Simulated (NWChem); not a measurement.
# HF/6-31G(d,p) (spherical functions) run of C6H12Cl4Si4 (SMILES Cl[Si@]12C[Si@]3(Cl)C[Si@](Cl)(C1)C[Si@](Cl)(C2)C3), part 2 of 2

NWChem 7.3.0. The steps go on from the part before.

### Step 3. The distorted shape, same level

input.nw

```
start input
title "C6H12Cl4Si4 hf"
memory total 2900 mb

geometry units angstrom noautosym nocenter noautoz
 Cl      -5.046690       0.105410      -0.011540
 Si      -3.010760       0.051470      -0.016610
 C       -2.305990       1.721070      -0.594830
 Si      -0.403820       1.699600      -0.607670
 Cl       0.320860       3.498500      -1.229800
 C        0.178600       0.313050      -1.772620
 Si      -0.486080      -1.380070      -1.215610
 Cl       0.151190      -2.843200      -2.481140
 C       -2.386920      -1.307870      -1.192110
 C        0.129800      -1.718990       0.552060
 Si      -0.453030      -0.366760       1.756560
 Cl       0.220230      -0.756220       3.638850
 C       -2.354310      -0.311750       1.731610
 C        0.209070       1.310680       1.150670
 H       -2.680250       1.956010      -1.589630
 H       -2.662710       2.518700       0.054280
 H       -0.147700       0.522710      -2.789700
 H        1.266400       0.290550      -1.806560
 H       -2.763140      -1.128760      -2.197740
 H       -2.790220      -2.272710      -0.889880
 H        1.216700      -1.778650       0.560490
 H       -0.225320      -2.691660       0.887770
 H       -2.712260       0.445670       2.426620
 H       -2.756490      -1.258120       2.088670
 H       -0.101400       2.099300       1.833710
 H        2.385750       1.308560       1.192410
end

basis spherical
 * library 6-31G**
end

scf
 direct
end

task scf gradient
```

The run is started by

```sh
$ nwchem input.nw > input.out
```

Output:

```text
Northwest Computational Chemistry Package (NWChem) 7.3.0
             --------------------------------------------------------

           Job information
           ---------------

    nwchem branch   = 7.3.0
    use scalapack   = T
    input           = input.nw
    prefix          = input.
    data base       = ./input.db
    status          = startup
    nproc           =        1

           Memory information
           ------------------

    heap     =     95027200 doubles =      725.0 Mbytes
    stack    =     95027197 doubles =      725.0 Mbytes
    global   =    190054400 doubles =     1450.0 Mbytes (distinct from heap & stack)
    total    =    380108797 doubles =     2900.0 Mbytes
    verify   = yes
    hardfail = no

           Directory information
           ---------------------

  0 permanent = .
  0 scratch   = .

                                NWChem Input Module
                                -------------------

                                  C6H12Cl4Si4 hf
                                  --------------

 Scaling coordinates for geometry "geometry" by  1.889725989
 (inverse scale =  0.529177249)

                             Geometry "geometry" -> ""
                             -------------------------

 Output coordinates in angstroms (scale by  1.889725989 to convert to a.u.)

  No.       Tag          Charge          X              Y              Z
 ---- ---------------- ---------- -------------- -------------- --------------
    1 Cl                  17.0000    -5.04669000     0.10541000    -0.01154000
    2 Si                  14.0000    -3.01076000     0.05147000    -0.01661000
    3 C                    6.0000    -2.30599000     1.72107000    -0.59483000
[... 22 lines of this table left out ...]
   26 H                    1.0000     2.38575000     1.30856000     1.19241000

      Atomic Mass
      -----------

      Cl                34.968850
      Si                27.976930
      C                 12.000000
      H                  1.007825

 Effective nuclear repulsion energy (a.u.)    2024.4580083832

            Nuclear Dipole moment (a.u.)
            ----------------------------
        X                 Y               Z
 ---------------- ---------------- ----------------
  -351.7267047135     0.3485221641    -6.7448288957

            XYZ format geometry
            -------------------
    26
 geometry
 Cl                   -5.04669000     0.10541000    -0.01154000
 Si                   -3.01076000     0.05147000    -0.01661000
 C                    -2.30599000     1.72107000    -0.59483000
[... 22 lines of this table left out ...]
 H                     2.38575000     1.30856000     1.19241000

 ==============================================================================
                                internuclear distances
 ------------------------------------------------------------------------------
       center one      |      center two      | atomic units |  angstroms
 ------------------------------------------------------------------------------
    2 Si               |   1 Cl               |     3.84871  |     2.03665
    3 C                |   2 Si               |     3.59476  |     1.90226
    4 Si               |   3 C                |     3.59489  |     1.90233
[... 23 lines of this table left out ...]
   25 H                |  14 C                |     2.05699  |     1.08851
 ------------------------------------------------------------------------------
                         number of included internuclear distances:         27
 ==============================================================================

[... 130 lines left out ...]
         Quadratically convergent ROHF
[... 1 line left out ...]
 Convergence threshold     :          1.000E-04
[... 1 line left out ...]
 Final Fock-matrix accuracy:          1.000E-07
[... 10 lines left out ...]
       Final RHF  results
[... 2 lines left out ...]
         Total SCF energy =  -3228.002434508066
      One-electron energy =  -8499.546103856555
      Two-electron energy =   3247.085660965244
 Nuclear repulsion energy =   2024.458008383246
[... 3 lines left out ...]
             Final eigenvalues
[... 100 lines left out ...]
                       ROHF Final Molecular Orbital Analysis
[... 513 lines left out ...]
    61      0.914719   4 Si px              175      0.910736  11 Si px
   143      0.683109   9 C  px               43      0.511510   3 C  px
[... 4 lines of this table left out ...]
              MO Center= -1.6D+00,  2.3D-01,  1.8D-01, r^2= 8.2D+00
   Bfn.  Coefficient  Atom+Function         Bfn.  Coefficient  Atom+Function
  ----- ------------  ---------------      ----- ------------  ---------------
    29      1.338130   2 Si px               25     -0.975928   2 Si px
   177      0.673262  11 Si pz               62      0.631288   4 Si py
   173     -0.559671  11 Si pz               58     -0.527636   4 Si py
[... 4 lines of this table left out ...]
              MO Center= -6.1D-01,  4.9D-01,  4.1D-01, r^2= 7.9D+00
   Bfn.  Coefficient  Atom+Function         Bfn.  Coefficient  Atom+Function
  ----- ------------  ---------------      ----- ------------  ---------------
   177     -1.159935  11 Si pz               62      1.109041   4 Si py
   173      0.867895  11 Si pz               58     -0.837706   4 Si py
    61      0.432736   4 Si px               63     -0.409205   4 Si pz
[... 4 lines of this table left out ...]
              MO Center= -9.6D-01, -6.8D-01, -6.1D-01, r^2= 7.6D+00
   Bfn.  Coefficient  Atom+Function         Bfn.  Coefficient  Atom+Function
  ----- ------------  ---------------      ----- ------------  ---------------
   112      1.073053   7 Si py              113      0.927465   7 Si pz
   108     -0.810415   7 Si py              109     -0.700718   7 Si pz
    29     -0.678847   2 Si px               25      0.547512   2 Si px
[... 4 lines of this table left out ...]
              MO Center= -1.2D+00, -6.4D-02, -8.2D-02, r^2= 1.3D+01
   Bfn.  Coefficient  Atom+Function         Bfn.  Coefficient  Atom+Function
  ----- ------------  ---------------      ----- ------------  ---------------
    60      1.483441   4 Si s               174      1.484071  11 Si s
    28      1.268600   2 Si s               110      0.844786   7 Si s
    56     -0.607083   4 Si s               170     -0.607356  11 Si s
[... 4 lines of this table left out ...]
              MO Center= -1.3D+00, -2.1D-01, -2.0D-01, r^2= 8.9D+00
   Bfn.  Coefficient  Atom+Function         Bfn.  Coefficient  Atom+Function
  ----- ------------  ---------------      ----- ------------  ---------------
   110     -0.721036   7 Si s               107      0.712802   7 Si px
    26     -0.609424   2 Si py               27     -0.536353   2 Si pz
   280      0.490054  25 H  s               111     -0.484301   7 Si px
[... 4 lines of this table left out ...]
              MO Center= -1.1D+00, -1.0D-02, -3.2D-02, r^2= 9.3D+00
   Bfn.  Coefficient  Atom+Function         Bfn.  Coefficient  Atom+Function
  ----- ------------  ---------------      ----- ------------  ---------------
    57     -0.524777   4 Si px              109     -0.526375   7 Si pz
   171      0.522393  11 Si px               27      0.493656   2 Si pz
   108      0.460200   7 Si py               61      0.443169   4 Si px
[... 4 lines of this table left out ...]
              MO Center= -9.0D-01,  2.7D-01,  2.2D-01, r^2= 9.1D+00
   Bfn.  Coefficient  Atom+Function         Bfn.  Coefficient  Atom+Function
  ----- ------------  ---------------      ----- ------------  ---------------
    59      0.716190   4 Si pz              172     -0.712526  11 Si py
    63     -0.595230   4 Si pz              176      0.596899  11 Si py
   250      0.577059  19 H  s               255     -0.577369  20 H  s
[... 4 lines of this table left out ...]
              MO Center= -1.2D+00,  3.0D-01,  2.4D-01, r^2= 1.2D+01
   Bfn.  Coefficient  Atom+Function         Bfn.  Coefficient  Atom+Function
  ----- ------------  ---------------      ----- ------------  ---------------
   110      1.080390   7 Si s               280      0.808596  25 H  s
   250     -0.646791  19 H  s               255     -0.647229  20 H  s
   111     -0.596884   7 Si px               60     -0.593278   4 Si s
   174     -0.594735  11 Si s                29     -0.577821   2 Si px
    59      0.486134   4 Si pz              107      0.487110   7 Si px

 center of mass
 --------------
 x =  -2.05072591 y =   0.00203447 z =  -0.03932609

 moments of inertia (a.u.)
 ------------------
        7278.686122403885          -5.056495067715          -4.761356312103
          -5.056495067715        7301.445129265036           0.052341882539
          -4.761356312103           0.052341882539        7300.907058833835

  Mulliken analysis of the total density
  --------------------------------------

    Atom       Charge   Shell Charges
 -----------   ------   -------------------------------------------------------
    1 Cl  17    17.34   2.00  2.00  5.98  1.34  3.62  0.63  1.75  0.02
    2 Si  14    12.91   2.00  2.00  5.97  0.88  1.66 -0.00  0.13  0.27
    3 C    6     6.82   2.00  0.61  2.04  0.75  1.40  0.02
[... 22 lines of this table left out ...]
   26 H    1     1.04   0.29  0.74  0.00

       Multipole analysis of the density wrt the origin
       ------------------------------------------------

     L   x y z        total         open         nuclear
     -   - - -        -----         ----         -------
     0   0 0 0     -0.000000      0.000000    172.000000

     1   1 0 0     -0.568905      0.000000   -351.726705
[... 8 lines of this table left out ...]
     2   0 0 2   -112.375397      0.000000   1846.695843

                              NWChem Gradients Module
                              -----------------------

                                  C6H12Cl4Si4 hf

  wavefunction    =   RHF

                         RHF ENERGY GRADIENTS

    atom               coordinates                        gradient
                 x          y          z           x          y          z
   1 Cl     -9.536861   0.199196  -0.021807    0.014360  -0.000625  -0.000246
   2 Si     -5.689511   0.097264  -0.031388   -0.021529   0.002452   0.001653
   3 C      -4.357689   3.252351  -1.124066   -0.002223   0.004114  -0.006763
[... 22 lines of this table left out ...]
  26 H       4.508414   2.472820   2.253328    0.076640   0.000424   0.001889

                 ----------------------------------------
                 |  Time  |  1-e(secs)   |  2-e(secs)   |
                 ----------------------------------------
                 |  CPU   |       0.10   |      40.56   |
                 ----------------------------------------
                 |  WALL  |       0.10   |      40.56   |
                 ----------------------------------------

 Task  times  cpu:      334.3s     wall:      334.3s
 Total times  cpu:      334.3s     wall:      334.3s
```

It took 5.6 min on 1 thread of Intel Xeon 6975P-C (Granite Rapids), shared host; peak memory 0.12 GiB.

### Step 4. Summary of results

This closing draws on all 2 parts.

Level: HF/6-31G** (spherical functions).

```
                                                           quantity           value
                                          first shape: total energy  -3228.17657 Eh
                                         first shape: dipole moment          0.00 D
                              first shape: largest force on an atom      1.216 eV/Å
                                      distorted shape: total energy  -3228.00243 Eh
                                     distorted shape: dipole moment          1.46 D
                                       distorted shape: HOMO energy        -9.98 eV
                                       distorted shape: LUMO energy         0.39 eV
                                     distorted shape: HOMO–LUMO gap        10.37 eV
                          distorted shape: largest force on an atom      3.942 eV/Å
energy change with the C14–H26 bond stretched from 1.089 to 2.177 Å        4.738 eV
```

**Reading.** One bond (distorted shape) is far stretched, which a spin-restricted single reference describes badly; a broken-symmetry solution may lie lower. With the C14–H26 bond stretched from 1.089 to 2.177 Å the energy rises by 4.74 eV (457 kJ/mol). The first shape isn't relaxed at this level, so the change isn't measured from a minimum. A restricted reference can't describe the breaking bond well at this length. The largest force (first shape) is 1.22 eV/Å: the shape isn't a stationary point for this species at this level. Mulliken charges (distorted shape) run from -0.82 on C3 to +1.09 on Si2.
